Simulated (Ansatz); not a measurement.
**The Au+ ion: basis-set convergence**

One table from this session's results is given with a row withheld; the runs are named, their logs left out.

Method: one geometry, several basis sets; program: Ansatz 0.2.0, Gaussian basis.

Levels to be run: PBE0/def2-SVP; ωB97M-V/def2-SVP; PBE0/def2-QZVPP; ωB97M-V/def2-QZVPP; the functionals' def2-TZVPP values are taken from earlier runs.

## The atom

SMILES `[Au+]`, 1 atom, charge 1, spin multiplicity 1.

Au takes the def2 core potential; no spin-orbit term is included.

Set-up of the first run:

File in.yaml:

```yaml
crystal:
  periodic: [false, false, false]
  atoms:
    - {symbol: Au, position_ang: [0.000000, 0.000000, 0.000000]}
basis:
  gaussian: {orbitals: def2-SVP}
total_charge: 1
hamiltonian: {xc: pbe0}
output: {orbitals: {seedname: orbitals}}
```

Among the steps run: PBE0 in def2-SVP; ωB97M-V in def2-SVP; PBE0 in def2-QZVPP; ωB97M-V in def2-QZVPP.

One table of the session follows, with a row left open; its other results are not shown here.

It belongs to the step «Functionals by basis». 

```
functional       basis  HOMO (eV)  LUMO (eV)
      PBE0    def2-SVP     -16.95     -11.83
      PBE0  def2-TZVPP     -16.96     -11.78
      PBE0  def2-QZVPP     -16.96     -11.78
   ωB97M-V    def2-SVP          ?          ?
   ωB97M-V  def2-TZVPP     -19.42      -9.32
   ωB97M-V  def2-QZVPP     -19.42      -9.33
```

Q: Estimate the row for ωB97M-V, def2-SVP from the others.

The run gave: HOMO (eV): -19.40; LUMO (eV): -9.32. In the column «HOMO (eV)» it lies between ωB97M-V, def2-QZVPP (-19.42) and PBE0, def2-TZVPP (-16.96).
